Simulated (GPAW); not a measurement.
Here is a GPAW 26.7.0 calculation.

run.py

```python
from ase import Atoms
from ase.dft.bandgap import bandgap
from ase.io import write
from ase.units import GPa
from gpaw import GPAW, PW

atoms = Atoms(['Al', 'Al', 'N', 'N'],
              cell=[[3.1129999991, 0.0, 0.0],
                    [-1.5564999996, 2.6959370812, 0.0],
                    [0.0, 0.0, 4.981]],
              scaled_positions=[[0.33333333, 0.66666667, 0.9990162],
                                [0.6666666633, 0.3333333367, 0.4990162],
                                [0.33333333, 0.66666667, 0.3809838],
                                [0.6666666633, 0.3333333367, 0.8809838]],
              pbc=True)

calc = GPAW(mode=PW(800),
            xc='LDA',
            kpts={'size': (7, 7, 4), 'gamma': True},
            occupations={'name': 'fermi-dirac', 'width': 0.05},
            nbands=18,
            convergence={'density': 1e-05, 'energy': 1e-05},
            maxiter=150,
            txt='gpaw.txt')
atoms.calc = calc
energy = atoms.get_potential_energy()
forces = atoms.get_forces()
stress = atoms.get_stress()
calc.write('gs.gpw')
write('result.traj', atoms)
print(f'Energy: {energy:.6f} eV')
print('Forces (eV/A):')
print(forces.round(4))
print('Stress (GPa):', (stress / GPa).round(3))
print('Fermi level:', round(calc.get_fermi_level(), 4), 'eV')
print(f'Gap: {bandgap(calc)[0]:.4f} eV, direct: {bandgap(calc, direct=True)[0]:.4f} eV')

path = atoms.cell.bandpath('GMKGALHA,LM,KH', npoints=100, eps=1e-4)
bs_calc = calc.fixed_density(kpts=path, symmetry='off', nbands=29,
                             convergence={'bands': 'CBM+6.0', 'eigenstates': 1e-6}, txt='bands.txt')
bs = bs_calc.band_structure()
bs.write('bs.json')
print(f'Gap on the path: {bandgap(bs_calc)[0]:.4f} eV')
```

Potentials or basis: the program's PAW data sets (release 1.2.1) made for this functional, pw.

Run with:

```console
$ OMP_NUM_THREADS=1 python run.py
```

Question: Estimate the pressure.

Answer: -4.0 GPa.

Question: Predict the band gap on the k mesh.

Answer: 4.25 eV, direct.

Stress tensor (GPa, compression positive):
```
-4.10  0.00  0.00
 0.00 -4.10  0.00
 0.00  0.00 -3.73
```

**Experimental background.**

“Self-assembly of well-separated AlN nanowires directly on sputtered metallic TiN films”, 2019, arxiv:1910.07391 quotes, for a bulk crystal of AlN at 10 K: band gap 6.034 eV (an exciton energy, a little under the gap).

A measured gap of AlN is 6.034 eV (an exciton energy, a little under the gap; 10 K; quoted in “Self-assembly of well-separated AlN nanowires directly on sputtered metallic TiN films”, 2019, arxiv:1910.07391); the calculated 4.25 eV misses it by -1.79 eV. 2 values of this kind are on record (6.034 to 6.0343 eV); this one was drawn at random. The value is that of LDA, without temperature or zero-point motion. Semilocal functionals fall short of measured gaps as a rule.
